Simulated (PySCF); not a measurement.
# Ge2H7NSe: NMR shifts at several levels of theory, part 2 of 2

PySCF 2.14.0. Atoms count from 0. Earlier steps stand in the parts before.

## (9) NMR shieldings: KT3/pcSseg-1

Job settings and geometry (Å):

```
{"job": {"kind": "nmr", "xc": "KT3", "basis": "pcSseg-1", "pop": false}, "charge": 0, "multiplicity": 1}
N     -1.371194     0.345140     0.501566
Ge    -1.029329    -1.114980    -0.555493
Se     0.595023    -0.416172    -2.099007
Ge     1.837816     0.760491    -0.464865
H     -1.860553     1.110522     0.046096
H     -1.808724     0.143295     1.396673
H     -2.211933    -1.648315    -1.395157
H     -0.502633    -2.198193     0.403575
H      3.253713     0.883511    -1.060100
H      1.882483    -0.049833     0.840618
H      1.255676     2.160860    -0.223001
```

Method: GIAO KT3/pcSseg-1 NMR shielding, non-relativistic, gas phase.

Output:

```text
coarse grid: 44592 points
cycle   1  E = -6639.3999433998  dE = -2.126e+00  |g| = 9.730e-01  |ddm| = 3.255e+00
cycle   2  E = -6639.1602221185  dE =  2.397e-01  |g| = 1.320e+00  |ddm| = 1.735e+00
cycle   3  E = -6639.4688230462  dE = -3.086e-01  |g| = 3.299e-01  |ddm| = 1.451e+00
cycle   4  E = -6639.4914123810  dE = -2.259e-02  |g| = 1.268e-01  |ddm| = 3.511e-01
cycle   5  E = -6639.4939922326  dE = -2.580e-03  |g| = 3.435e-02  |ddm| = 1.384e-01
cycle   6  E = -6639.4942263007  dE = -2.341e-04  |g| = 9.452e-03  |ddm| = 4.686e-02
cycle   7  E = -6639.4942457243  dE = -1.942e-05  |g| = 2.138e-03  |ddm| = 1.535e-02
cycle   8  E = -6639.4942472960  dE = -1.572e-06  |g| = 6.412e-04  |ddm| = 4.044e-03
final grid: 87752 points
cycle   9  E = -6639.4941689186  dE =  2.484e-08  |g| = 1.015e-03  |ddm| = 2.564e-03
cycle  10  E = -6639.4941685080  dE =  4.106e-07  |g| = 1.720e-03  |ddm| = 2.821e-03
cycle  11  E = -6639.4941691363  dE = -6.282e-07  |g| = 1.459e-04  |ddm| = 1.804e-03
cycle  12  E = -6639.4941691419  dE = -5.663e-09  |g| = 2.947e-05  |ddm| = 1.699e-04
cycle  13  E = -6639.4941691421  dE = -1.983e-10  |g| = 5.205e-06  |ddm| = 3.209e-05
converged SCF energy = -6639.4941691421

GIAO shielding tensors (ppm)
atom      isotropic    diamagn.    paramagn.     s11        s22        s33       span
  0 N      239.990     318.144     -78.154    205.470    247.705    266.795     61.325
  1 Ge    1343.111    2759.084   -1415.973   1188.222   1366.665   1474.446    286.223
  2 Se    2232.969    3006.766    -773.797   1968.509   2282.631   2447.767    479.258
  3 Ge    1498.138    2759.320   -1261.182   1392.964   1487.096   1614.355    221.391
  4 H       31.363      31.623      -0.260     24.409     28.124     41.558     17.149
  5 H       31.068      31.293      -0.225     23.324     25.838     44.043     20.720
  6 H       25.554      27.356      -1.802     18.312     20.487     37.865     19.554
  7 H       26.193      28.591      -2.399     19.669     21.433     37.476     17.807
  8 H       26.872      27.804      -0.932     19.895     21.897     38.823     18.928
  9 H       26.692      29.005      -2.313     19.824     23.364     36.890     17.066
 10 H       26.638      28.768      -2.130     19.380     22.533     38.001     18.621
```

Wall time 21 s (1 thread of Intel Xeon 6975P-C, shared host); peak memory 0.96 GiB.

In short: δ N0 22.0, Ge1 -23, Ge3 -178, Se2 -554, H6 5.45, H8 4.59 ppm (means over like atoms).

## (10) NMR shieldings: B97-D/pcSseg-1

The job, as its differences from that of step 9:

```diff
@@ -1,2 +1,2 @@
-{"job": {"kind": "nmr", "xc": "KT3", "basis": "pcSseg-1", "pop": false}, "charge": 0, "multiplicity": 1}
+{"job": {"kind": "nmr", "xc": "B97-D", "basis": "pcSseg-1", "pop": false}, "charge": 0, "multiplicity": 1}
 N     -1.371194     0.345140     0.501566
```

With the program's defaults for keys left out, this is: GIAO B97-D/pcSseg-1 NMR shielding, non-relativistic, gas phase.

Output:

```text
coarse grid: 44592 points
cycle   1  E = -6617.0486874237  dE = -2.114e+00  |g| = 1.302e+00  |ddm| = 3.282e+00
cycle   2  E = -6616.7568970887  dE =  2.918e-01  |g| = 1.644e+00  |ddm| = 1.864e+00
cycle   3  E = -6617.1316170860  dE = -3.747e-01  |g| = 4.588e-01  |ddm| = 1.616e+00
cycle   4  E = -6617.1733957858  dE = -4.178e-02  |g| = 1.454e-01  |ddm| = 4.253e-01
cycle   5  E = -6617.1761880312  dE = -2.792e-03  |g| = 4.918e-02  |ddm| = 1.400e-01
cycle   6  E = -6617.1766414361  dE = -4.534e-04  |g| = 1.273e-02  |ddm| = 6.161e-02
cycle   7  E = -6617.1766778995  dE = -3.646e-05  |g| = 3.241e-03  |ddm| = 2.233e-02
cycle   8  E = -6617.1766817750  dE = -3.876e-06  |g| = 7.270e-04  |ddm| = 6.215e-03
final grid: 87752 points
cycle   9  E = -6617.1766483965  dE =  2.299e-08  |g| = 1.137e-03  |ddm| = 3.342e-03
cycle  10  E = -6617.1766477897  dE =  6.068e-07  |g| = 2.023e-03  |ddm| = 3.257e-03
cycle  11  E = -6617.1766486798  dE = -8.901e-07  |g| = 2.402e-04  |ddm| = 2.121e-03
cycle  12  E = -6617.1766486950  dE = -1.519e-08  |g| = 4.470e-05  |ddm| = 2.715e-04
cycle  13  E = -6617.1766486954  dE = -3.665e-10  |g| = 7.874e-06  |ddm| = 4.408e-05
converged SCF energy = -6617.1766486954

GIAO shielding tensors (ppm)
atom      isotropic    diamagn.    paramagn.     s11        s22        s33       span
  0 N      236.536     318.107     -81.572    200.628    245.010    263.969     63.341
  1 Ge    1275.283    2757.151   -1481.868   1110.929   1298.178   1416.741    305.813
  2 Se    2142.958    3004.712    -861.754   1856.595   2192.393   2379.886    523.290
  3 Ge    1433.357    2757.325   -1323.968   1320.212   1416.819   1563.039    242.827
  4 H       31.355      31.592      -0.237     24.479     28.111     41.475     16.996
  5 H       31.072      31.211      -0.139     23.395     25.880     43.941     20.546
  6 H       25.355      27.264      -1.909     18.108     20.267     37.691     19.583
  7 H       26.024      28.578      -2.554     19.495     21.269     37.306     17.811
  8 H       26.702      27.655      -0.953     19.742     21.733     38.630     18.887
  9 H       26.543      29.003      -2.460     19.714     23.206     36.710     16.996
 10 H       26.462      28.697      -2.235     19.232     22.366     37.789     18.557
```

Wall time 21 s (1 thread of Intel Xeon 6975P-C, shared host); peak memory 0.96 GiB.

Key values: δ N0 24.3, Ge1 -17, Ge3 -175, Se2 -511, H6 5.72, H8 4.84 ppm (means over like atoms).

## (11) NMR shieldings: B3LYP/pcSseg-1

The job, as its differences from that of step 10:

```diff
@@ -1,2 +1,2 @@
-{"job": {"kind": "nmr", "xc": "B97-D", "basis": "pcSseg-1", "pop": false}, "charge": 0, "multiplicity": 1}
+{"job": {"kind": "nmr", "xc": "B3LYP", "basis": "pcSseg-1", "pop": false}, "charge": 0, "multiplicity": 1}
 N     -1.371194     0.345140     0.501566
```

Method: GIAO B3LYP/pcSseg-1 NMR shielding, non-relativistic, gas phase.

Output:

```text
coarse grid: 44592 points
cycle   1  E = -6613.8789962869  dE = -2.170e+00  |g| = 1.504e+00  |ddm| = 3.323e+00
cycle   2  E = -6613.7546441300  dE =  1.244e-01  |g| = 1.566e+00  |ddm| = 1.513e+00
cycle   3  E = -6614.0086806039  dE = -2.540e-01  |g| = 3.062e-01  |ddm| = 1.111e+00
cycle   4  E = -6614.0239635265  dE = -1.528e-02  |g| = 9.760e-02  |ddm| = 2.550e-01
cycle   5  E = -6614.0254025910  dE = -1.439e-03  |g| = 2.541e-02  |ddm| = 7.758e-02
cycle   6  E = -6614.0255071238  dE = -1.045e-04  |g| = 4.153e-03  |ddm| = 2.294e-02
cycle   7  E = -6614.0255099597  dE = -2.836e-06  |g| = 1.425e-03  |ddm| = 7.331e-03
final grid: 87752 points
cycle   8  E = -6614.0254182847  dE =  5.661e-07  |g| = 2.258e-03  |ddm| = 5.515e-03
cycle   9  E = -6614.0254167069  dE =  1.578e-06  |g| = 3.627e-03  |ddm| = 7.582e-03
cycle  10  E = -6614.0254196059  dE = -2.899e-06  |g| = 2.779e-04  |ddm| = 4.217e-03
cycle  11  E = -6614.0254196232  dE = -1.723e-08  |g| = 6.453e-05  |ddm| = 3.139e-04
cycle  12  E = -6614.0254196241  dE = -9.813e-10  |g| = 1.135e-05  |ddm| = 6.721e-05
converged SCF energy = -6614.0254196241

GIAO shielding tensors (ppm)
atom      isotropic    diamagn.    paramagn.     s11        s22        s33       span
  0 N      242.124     317.986     -75.862    203.673    251.479    271.219     67.547
  1 Ge    1308.379    2754.343   -1445.964   1154.329   1326.875   1443.933    289.604
  2 Se    2221.041    3002.285    -781.244   1939.315   2266.583   2457.226    517.911
  3 Ge    1467.640    2754.724   -1287.084   1360.832   1452.660   1589.429    228.597
  4 H       31.416      31.509      -0.093     24.279     28.021     41.949     17.669
  5 H       31.168      31.147       0.020     23.259     25.788     44.456     21.197
  6 H       25.592      27.266      -1.674     18.287     20.420     38.070     19.783
  7 H       26.175      28.454      -2.279     19.572     21.328     37.624     18.053
  8 H       26.805      27.659      -0.854     19.680     21.761     38.974     19.294
  9 H       26.652      28.858      -2.206     19.659     23.288     37.009     17.350
 10 H       26.578      28.601      -2.022     19.265     22.401     38.069     18.804
```

It took 16 s on 1 thread of Intel Xeon 6975P-C, shared host; peak memory 0.94 GiB.

In short: δ N0 21.4, Ge1 -16, Ge3 -176, Se2 -541, H6 5.50, H8 4.70 ppm (means over like atoms).

## (12) Side by side: NMR shifts

Shifts (ppm), means over like atoms, with basis size and wall time:

| run | H6 | H8 | H4 | N0 | Ge1 | Ge3 | Se2 | functions | time |
| --- | --- | --- | --- | --- | --- | --- | --- | --- | --- |
| HF/pcSseg-1 | 4.89 | 4.39 | 0.06 | 2.1 | -31 | -158 | -592 | 175 | 12 s |
| LDA/pcSseg-1 | 6.11 | 5.13 | 0.21 | 30.4 | -5 | -193 | -478 | 175 | 18 s |
| PBE/pcSseg-1 | 5.77 | 4.86 | 0.12 | 25.8 | -15 | -186 | -524 | 175 | 21 s |
| BLYP/pcSseg-1 | 5.71 | 4.80 | 0.13 | 28.3 | -17 | -185 | -524 | 175 | 21 s |
| BP86/pcSseg-1 | 5.82 | 4.91 | 0.17 | 25.1 | -14 | -184 | -506 | 175 | 21 s |
| OPBE/pcSseg-1 | 5.59 | 4.74 | 0.13 | 21.4 | -20 | -174 | -546 | 175 | 22 s |
| KT2/pcSseg-1 | 5.73 | 4.81 | 0.15 | 22.9 | -16 | -187 | -516 | 175 | 22 s |
| KT3/pcSseg-1 | 5.45 | 4.59 | 0.10 | 22.0 | -23 | -178 | -554 | 175 | 21 s |
| B97-D/pcSseg-1 | 5.72 | 4.84 | 0.20 | 24.3 | -17 | -175 | -511 | 175 | 21 s |
| B3LYP/pcSseg-1 | 5.50 | 4.70 | 0.09 | 21.4 | -16 | -176 | -541 | 175 | 16 s |

## (13) Summary of results

This closing draws on all 2 parts.

| quantity | value |
| --- | --- |
| 1H shifts against TMS (HF/pcSseg-1, means over atoms taken as alike) | 4.89, 4.39, 0.06 ppm |
| 15N shifts against NH3 (HF/pcSseg-1) | 2.1 ppm |
| 73Ge shifts against GeMe4 (HF/pcSseg-1) | -31, -158 ppm |
| 77Se shifts against Me2Se (HF/pcSseg-1) | -592 ppm |
| range of the shift of Se2 | -592 to -478 ppm |

**Reading.** Single values in the summary come from the first run of each kind that ended normally (HF/pcSseg-1), which need not be the best level. At HF/pcSseg-1: The largest span, 437 ppm, is at Se2, where the paramagnetic term is -453 ppm. In ppm, Se2 moves most: its shift spreads over 115 ppm, from -592 (HF/pcSseg-1) to -478 (LDA/pcSseg-1). Spin-orbit coupling is left out, which matters for shieldings and couplings at and beside the heavy atoms.
